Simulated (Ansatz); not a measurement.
**AlPt: further runs on the relaxed cell**

Aim: for AlPt, measure the bulk modulus from energies at several volumes.

Program: Ansatz 0.2.0. Level of theory: DFT PBEsol, scalar-relativistic, plane waves, PAW. These are calculated values, not measurements.

1 further run of the same task is left out (set aside as unsound or not needed). Runs told in other sessions of the task aren't counted.

### Step 1. Starting point

It takes space group P2_13 (No. 198, cubic). Conventional cell: a = 4.869 Å, b = 4.869 Å, c = 4.869 Å, α = 90.00°, β = 90.00°, γ = 90.00°. Around Al (site symmetry 3) lie 7 Pt at 2.60 to 2.61 Å. Pt (site symmetry 3) has 7 Al at 2.60 to 2.61 Å in its first shell of neighbours.

Structure file:

```xyz
8
Lattice="4.8685 0.0000 0.0000 0.0000 4.8685 0.0000 0.0000 0.0000 4.8685" Properties=species:S:1:pos:R:3 pbc="T T T"
Al    4.1099    4.1099    4.1099
Al    3.1929    0.7587    1.6756
Al    1.6756    3.1929    0.7587
Al    0.7587    1.6756    3.1929
Pt    0.7497    0.7497    0.7497
Pt    1.6846    4.1188    3.1839
Pt    3.1839    1.6846    4.1188
Pt    4.1188    3.1839    1.6846
```

It goes back to an entry of the Materials Project, which need not be the stable form.

This cell was relaxed beforehand with the same method: volume 14.42 Å³/atom, gap on the mesh none (metal).

### Step 2. Point at V/V0 = 0.97

Contents of input.yaml:

```yaml
crystal:
  lattice:
    - [4.8193242334, 0.0, 0.0]
    - [0.0, 4.8193242334, 0.0]
    - [0.0, 0.0, 4.8193242334]
  atoms:
    - { symbol: Al, position: [0.8441717374, 0.8441717374, 0.8441717374] }
    - { symbol: Al, position: [0.6558282626, 0.1558282626, 0.3441717374] }
    - { symbol: Al, position: [0.3441717374, 0.6558282626, 0.1558282626] }
    - { symbol: Al, position: [0.1558282626, 0.3441717374, 0.6558282626] }
    - { symbol: Pt, position: [0.153982811, 0.153982811, 0.153982811] }
    - { symbol: Pt, position: [0.346017189, 0.846017189, 0.653982811] }
    - { symbol: Pt, position: [0.653982811, 0.346017189, 0.846017189] }
    - { symbol: Pt, position: [0.846017189, 0.653982811, 0.346017189] }
basis:
  ecutwfc: 420
kpoints:
  mp_grid: { grid: [8, 8, 8] }
hamiltonian:
  xc: pbesol
scf:
  occupations: { method: gaussian, width: 0.1 }
output:
  forces: true
  stress: true
  eigenvalues: true
  write_density: true
  write_potential: true
  elf: true
  volumetric_format: npy
relax:
  adjacent_minimum: "off"
  f_tol: 0.01
  max_steps: 30
```

Run with:

```console
> ansatz run input.yaml --threads 2 --pin off --max-ram 5120MiB --backend cpu --events-out ev --progress --plain --runs-dir out
```

### Step 3. The cell scaled to 1.03 of its volume

input.yaml: that of step 2 with these lines changed.

```diff
@@ -2,5 +2,5 @@
   lattice:
-    - [4.8193242334, 0.0, 0.0]
-    - [0.0, 4.8193242334, 0.0]
-    - [0.0, 0.0, 4.8193242334]
+    - [4.9167105571, 0.0, 0.0]
+    - [0.0, 4.9167105571, 0.0]
+    - [0.0, 0.0, 4.9167105571]
   atoms:
@@ -26,6 +26,2 @@
   eigenvalues: true
-  write_density: true
-  write_potential: true
-  elf: true
-  volumetric_format: npy
 relax:
```

### Step 4. Volume × 0.94

Contents of input.yaml:

```yaml
crystal:
  lattice:
    - [4.7691192883, 0.0, 0.0]
    - [0.0, 4.7691192883, 0.0]
    - [0.0, 0.0, 4.7691192883]
  atoms:
    - { symbol: Al, position: [0.8444265974, 0.8444265974, 0.8444265974] }
    - { symbol: Al, position: [0.6555734026, 0.1555734026, 0.3444265974] }
    - { symbol: Al, position: [0.3444265974, 0.6555734026, 0.1555734026] }
    - { symbol: Al, position: [0.1555734026, 0.3444265974, 0.6555734026] }
    - { symbol: Pt, position: [0.1539989666, 0.1539989666, 0.1539989666] }
    - { symbol: Pt, position: [0.3460010334, 0.8460010334, 0.6539989666] }
    - { symbol: Pt, position: [0.6539989666, 0.3460010334, 0.8460010334] }
    - { symbol: Pt, position: [0.8460010334, 0.6539989666, 0.3460010334] }
basis:
  ecutwfc: 420
kpoints:
  mp_grid: { grid: [8, 8, 8] }
hamiltonian:
  xc: pbesol
scf:
  occupations: { method: gaussian, width: 0.1 }
output:
  forces: true
  stress: true
  eigenvalues: true
  write_density: true
  write_potential: true
  elf: true
  volumetric_format: npy
relax:
  adjacent_minimum: "off"
  f_tol: 0.01
  max_steps: 30
```

### Step 5. Point at V/V0 = 1.06

Contents of input.yaml:

```yaml
crystal:
  lattice:
    - [4.9639895205, 0.0, 0.0]
    - [0.0, 4.9639895205, 0.0]
    - [0.0, 0.0, 4.9639895205]
  atoms:
    - { symbol: Al, position: [0.8438845317, 0.8438845317, 0.8438845317] }
    - { symbol: Al, position: [0.6561154683, 0.1561154683, 0.3438845317] }
    - { symbol: Al, position: [0.3438845317, 0.6561154683, 0.1561154683] }
    - { symbol: Al, position: [0.1561154683, 0.3438845317, 0.6561154683] }
    - { symbol: Pt, position: [0.1540236539, 0.1540236539, 0.1540236539] }
    - { symbol: Pt, position: [0.3459763461, 0.8459763461, 0.6540236539] }
    - { symbol: Pt, position: [0.6540236539, 0.3459763461, 0.8459763461] }
    - { symbol: Pt, position: [0.8459763461, 0.6540236539, 0.3459763461] }
basis:
  ecutwfc: 420
kpoints:
  mp_grid: { grid: [8, 8, 8] }
hamiltonian:
  xc: pbesol
scf:
  occupations: { method: gaussian, width: 0.1 }
output:
  forces: true
  stress: true
  eigenvalues: true
relax:
  adjacent_minimum: "off"
  f_tol: 0.01
  max_steps: 30
```

### Step 6. Volume × 0.91

Contents of input.yaml:

```yaml
crystal:
  lattice:
    - [4.7178344611, 0.0, 0.0]
    - [0.0, 4.7178344611, 0.0]
    - [0.0, 0.0, 4.7178344611]
  atoms:
    - { symbol: Al, position: [0.8447158957, 0.8447158957, 0.8447158957] }
    - { symbol: Al, position: [0.6552841043, 0.1552841043, 0.3447158957] }
    - { symbol: Al, position: [0.3447158957, 0.6552841043, 0.1552841043] }
    - { symbol: Al, position: [0.1552841043, 0.3447158957, 0.6552841043] }
    - { symbol: Pt, position: [0.1540560738, 0.1540560738, 0.1540560738] }
    - { symbol: Pt, position: [0.3459439262, 0.8459439262, 0.6540560738] }
    - { symbol: Pt, position: [0.6540560738, 0.3459439262, 0.8459439262] }
    - { symbol: Pt, position: [0.8459439262, 0.6540560738, 0.3459439262] }
basis:
  ecutwfc: 420
kpoints:
  mp_grid: { grid: [8, 8, 8] }
hamiltonian:
  xc: pbesol
scf:
  occupations: { method: gaussian, width: 0.1 }
output:
  forces: true
  stress: true
  eigenvalues: true
relax:
  adjacent_minimum: "off"
  f_tol: 0.01
  max_steps: 30
```

### Step 7. Volume × 1.10

Contents of input.yaml:

```yaml
crystal:
  lattice:
    - [5.0256602924, 0.0, 0.0]
    - [0.0, 5.0256602924, 0.0]
    - [0.0, 0.0, 5.0256602924]
  atoms:
    - { symbol: Al, position: [0.8434867351, 0.8434867351, 0.8434867351] }
    - { symbol: Al, position: [0.6565132649, 0.1565132649, 0.3434867351] }
    - { symbol: Al, position: [0.3434867351, 0.6565132649, 0.1565132649] }
    - { symbol: Al, position: [0.1565132649, 0.3434867351, 0.6565132649] }
    - { symbol: Pt, position: [0.1540768092, 0.1540768092, 0.1540768092] }
    - { symbol: Pt, position: [0.3459231908, 0.8459231908, 0.6540768092] }
    - { symbol: Pt, position: [0.6540768092, 0.3459231908, 0.8459231908] }
    - { symbol: Pt, position: [0.8459231908, 0.6540768092, 0.3459231908] }
basis:
  ecutwfc: 420
kpoints:
  mp_grid: { grid: [8, 8, 8] }
hamiltonian:
  xc: pbesol
scf:
  occupations: { method: gaussian, width: 0.1 }
output:
  forces: true
  stress: true
  eigenvalues: true
relax:
  adjacent_minimum: "off"
  f_tol: 0.01
  max_steps: 30
```

### Step 8. Volume × 0.88

Contents of input.yaml:

```yaml
crystal:
  lattice:
    - [4.665409739, 0.0, 0.0]
    - [0.0, 4.665409739, 0.0]
    - [0.0, 0.0, 4.665409739]
  atoms:
    - { symbol: Al, position: [0.8449921089, 0.8449921089, 0.8449921089] }
    - { symbol: Al, position: [0.6550078911, 0.1550078911, 0.3449921089] }
    - { symbol: Al, position: [0.3449921089, 0.6550078911, 0.1550078911] }
    - { symbol: Al, position: [0.1550078911, 0.3449921089, 0.6550078911] }
    - { symbol: Pt, position: [0.1541468306, 0.1541468306, 0.1541468306] }
    - { symbol: Pt, position: [0.3458531694, 0.8458531694, 0.6541468306] }
    - { symbol: Pt, position: [0.6541468306, 0.3458531694, 0.8458531694] }
    - { symbol: Pt, position: [0.8458531694, 0.6541468306, 0.3458531694] }
basis:
  ecutwfc: 420
kpoints:
  mp_grid: { grid: [8, 8, 8] }
hamiltonian:
  xc: pbesol
scf:
  occupations: { method: gaussian, width: 0.1 }
output:
  forces: true
  stress: true
  eigenvalues: true
relax:
  adjacent_minimum: "off"
  f_tol: 0.01
  max_steps: 30
```

(Steps that only read results are left out.)

**Question.** What will these runs give? Wanted: equilibrium volume of the fit; bulk modulus.

**Answer**, as computed:

| quantity | value |
| --- | --- |
| equilibrium volume of the fit | 14.42 Å³/atom |
| bulk modulus | 201 GPa |
| its pressure derivative | 4.7 |

The fit puts the minimum at 14.42 Å³/atom with B = 201 GPa and B' = 4.7. Spin-orbit coupling is left out for Pt.
